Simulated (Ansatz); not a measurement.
# Si₄NH₁₃ (built from SMILES N.[SiH3][SiH]([SiH3])[SiH3]): search for a transition state

Is there a first-order saddle for this four-centre ligand exchange, which should form Si1–N7, Si2–H6 and break Si1–Si2, H6–N7, and which two structures does it connect?

Computed with Ansatz 0.2.0, Gaussian basis. Level: PBE0-D4, def2-SVP first, then def2-TZVP.

52 further runs of the same task are left out: 52 set aside as unsound or not needed.

## 1. Starting geometry

The guess: 18 atoms, charge 0, spin multiplicity 1.

Atoms are counted from 1 here; the program's logs count them from 0.

Bond lengths: Si1–Si3 2.328 Å, Si1–Si4 2.336 Å, Si1–H5 1.527 Å, Si2–H8 1.483 Å, Si2–H9 1.477 Å, Si2–H10 1.476 Å, Si3–H11 1.466 Å, Si3–H12 1.465 Å, Si3–H13 1.464 Å, Si4–H14 1.465 Å, Si4–H15 1.467 Å, Si4–H16 1.463 Å, N7–H17 1.013 Å, N7–H18 1.012 Å. Angles: Si3–Si1–Si4 127.9°, Si3–Si1–H5 96.8°, Si4–Si1–H5 94.9°, H8–Si2–H9 100.5°, H8–Si2–H10 101.4°, H9–Si2–H10 104.3°, Si1–Si3–H11 114.2°, Si1–Si3–H12 113.7°, Si1–Si3–H13 109.6°, H11–Si3–H12 105.5°, H11–Si3–H13 105.6°, H12–Si3–H13 107.8°, Si1–Si4–H14 114.6°, Si1–Si4–H15 112.5°, Si1–Si4–H16 110.2°, H14–Si4–H15 105.3°, H14–Si4–H16 108.2°, H15–Si4–H16 105.6° and more.

Geometry (Å):

```mol
H13NSi4
  3D, bonds by distance, orders not assigned

 18 14  0  0  0  0  0  0  0  0999 V2000
   -0.1702    0.6643   -0.0110 Si  0  0
    0.6949   -1.7712    0.2890 Si  0  0
   -0.3131    0.4475   -2.3245 Si  0  0
   -1.8395    0.2647    1.5735 Si  0  0
   -0.3078    2.1845    0.0357 H   0  0
    1.8488   -0.3090    0.4825 H   0  0
    1.8537    1.0351    0.5156 N   0  0
    1.8152   -2.7300    0.1301 H   0  0
   -0.2491   -2.2917   -0.7205 H   0  0
    0.1223   -2.2019    1.5795 H   0  0
   -0.2124    1.7147   -3.0549 H   0  0
    0.7201   -0.4182   -2.8993 H   0  0
   -1.6170   -0.1117   -2.6861 H   0  0
   -1.3447   -0.1651    2.8842 H   0  0
   -2.6563    1.4539    1.8389 H   0  0
   -2.7700   -0.7513    1.0815 H   0  0
    2.4193    1.5521   -0.1472 H   0  0
    2.0058    1.4335    1.4332 H   0  0
  1  3  8  0
  1  4  8  0
  1  5  8  0
  2  8  8  0
  2  9  8  0
  2 10  8  0
  3 11  8  0
  3 12  8  0
  3 13  8  0
  4 14  8  0
  4 15  8  0
  4 16  8  0
  7 17  8  0
  7 18  8  0
M  END
```

Distances that are to change: Si1–N7 2.12 Å, Si2–H6 1.87 Å, Si1–Si2 2.60 Å, H6–N7 1.34 Å.

## 2. Relaxing the guess with the reacting distances held

hold/in.yaml reads:

```yaml
crystal:
  periodic: [false, false, false]
  atoms:
    - {symbol: Si, position_ang: [-0.170200, 0.664300, -0.011000]}
    - {symbol: Si, position_ang: [0.694900, -1.771200, 0.289000]}
    - {symbol: Si, position_ang: [-0.313100, 0.447500, -2.324500]}
    - {symbol: Si, position_ang: [-1.839500, 0.264700, 1.573500]}
    - {symbol: H, position_ang: [-0.307800, 2.184500, 0.035700]}
    - {symbol: H, position_ang: [1.848800, -0.309000, 0.482500]}
    - {symbol: N, position_ang: [1.853700, 1.035100, 0.515600]}
    - {symbol: H, position_ang: [1.815200, -2.730000, 0.130100]}
    - {symbol: H, position_ang: [-0.249100, -2.291700, -0.720500]}
    - {symbol: H, position_ang: [0.122300, -2.201900, 1.579500]}
    - {symbol: H, position_ang: [-0.212400, 1.714700, -3.054900]}
    - {symbol: H, position_ang: [0.720100, -0.418200, -2.899300]}
    - {symbol: H, position_ang: [-1.617000, -0.111700, -2.686100]}
    - {symbol: H, position_ang: [-1.344700, -0.165100, 2.884200]}
    - {symbol: H, position_ang: [-2.656300, 1.453900, 1.838900]}
    - {symbol: H, position_ang: [-2.770000, -0.751300, 1.081500]}
    - {symbol: H, position_ang: [2.419300, 1.552100, -0.147200]}
    - {symbol: H, position_ang: [2.005800, 1.433500, 1.433200]}
basis:
  gaussian: {orbitals: def2-SVP}
hamiltonian: {xc: pbe0, dispersion: d4}
relax: {f_tol: 0.08, max_steps: 120, escape_saddle: false, constraints: [{distance: [0, 6]}, {distance: [1, 5]}, {distance: [0, 1]}, {distance: [5, 6]}]}
```

Launch:

```console
$ ansatz run in.yaml --threads 2 --pin off --events-out ev --progress --plain --max-ram 20480MiB --backend cpu
```

The runs that follow: A starting Hessian; Saddle search in the small basis; Saddle search in triple zeta; Vibrations at the point found; Relaxing after a step of 0.30 Å one way along the mode; Relaxing after a step of 0.30 Å the other way along the mode.

Before running it: what results should come out? Wanted: imaginary mode; barrier from the start side; barrier from the end side; energy of the step; pairs that change; zero-point energy at the saddle.

As calculated:

```
                       quantity                                                       value
                 imaginary mode                                                   136i cm⁻¹
    barrier from the start side                                                    1.601 eV
      barrier from the end side                                                    1.572 eV
             energy of the step                                                   +0.029 eV
              pairs that change  Si1–N7 formed, Si2–H6 formed, Si1–Si2 broken, H6–N7 broken
zero-point energy at the saddle                                                    3.224 eV
```

The point has a single imaginary mode (136i cm⁻¹), as a transition state must. It joins the planned start and end. At PBE0-D4/def2-TZVP the electronic barrier is 1.601 eV, about 62 kT at 298 K, and the step runs 0.029 eV uphill. A step off the saddle overshot and began above it in energy, so the link to its end is likely but not proven. The ends are the nearest minima, not always the lowest complexes.
